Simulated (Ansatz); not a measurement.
# H₄NO₃Ta: basis-set convergence

Aim: see how fast density functionals converge with the basis set for H₄NO₃Ta.

Program: Ansatz 0.2.0, Gaussian basis. Level of theory: one geometry, several basis sets. These are calculated values, not measurements.

Plan: PBE0-D4/def2-SVP; ωB97M-V/def2-SVP; PBE0-D4/def2-QZVPP; ωB97M-V/def2-QZVPP; the functionals' def2-TZVPP values are taken from earlier runs.

## (1) The relaxed structure

The geometry comes from an earlier relaxation with PBE0-D4 in a triple-zeta def2 set; it is a stationary point, not always the lowest conformer. Ta takes the def2 core potential; no spin-orbit term is included.

SMILES `[NH]=[Ta]([OH])([OH])[OH]`, 9 atoms, charge 0, spin multiplicity 1.

Atoms are counted from 1 here; the program's logs count them from 0.

Bond lengths: N1–Ta2 1.768 Å, N1–H6 1.005 Å, Ta2–O3 1.923 Å, Ta2–O4 1.923 Å, Ta2–O5 1.910 Å, O3–H7 0.957 Å, O4–H8 0.957 Å, O5–H9 0.957 Å. Angles: Ta2–N1–H6 175.8°, N1–Ta2–O3 107.9°, N1–Ta2–O4 107.9°, N1–Ta2–O5 110.7°, O3–Ta2–O4 112.1°, O3–Ta2–O5 109.1°, O4–Ta2–O5 109.1°, Ta2–O3–H7 128.3°, Ta2–O4–H8 128.4°, Ta2–O5–H9 129.6°.

## (2) PBE0-D4 in def2-SVP

The input, in.yaml:

```yaml
crystal:
  periodic: [false, false, false]
  atoms:
    - {symbol: N, position_ang: [-0.351014, 1.232505, -1.289784]}
    - {symbol: Ta, position_ang: [0.021130, -0.011919, -0.090414]}
    - {symbol: O, position_ang: [1.902144, -0.397945, -0.202678]}
    - {symbol: O, position_ang: [-1.058408, -1.554663, -0.482868]}
    - {symbol: O, position_ang: [-0.386393, 0.604411, 1.670760]}
    - {symbol: H, position_ang: [-0.539720, 1.891973, -2.023649]}
    - {symbol: H, position_ang: [2.437403, -0.920450, 0.394610]}
    - {symbol: H, position_ang: [-1.194850, -2.336551, 0.052143]}
    - {symbol: H, position_ang: [-0.741793, 1.446238, 1.954779]}
basis:
  gaussian: {orbitals: def2-SVP}
hamiltonian: {xc: pbe0, dispersion: d4}
output: {orbitals: {seedname: orbitals}}
```

Run with:

```sh
> ansatz run in.yaml --threads 4 --pin off --events-out ev --progress --plain --max-ram 10444MiB
```

The runs that follow: ωB97M-V in def2-SVP; PBE0-D4 in def2-QZVPP; ωB97M-V in def2-QZVPP.

Q: Predict the results of all the runs planned. Wanted: PBE0-D4: double and triple zeta above quadruple; ωB97M-V: double and triple zeta above quadruple.

As calculated:

```
                                       quantity           value
PBE0-D4: double and triple zeta above quadruple  10.55, 0.46 eV
ωB97M-V: double and triple zeta above quadruple  10.80, 0.44 eV
```

What this shows: PBE0-D4 gains 10.09 eV from double to triple zeta, then 0.46 eV more. These are total energies; as a rule much of such shifts cancels in differences, which this series doesn't test. The LUMO of ωB97M-V is positive and keeps falling with the basis (1.23 to 0.42 eV): an unbound level that the basis holds in place.
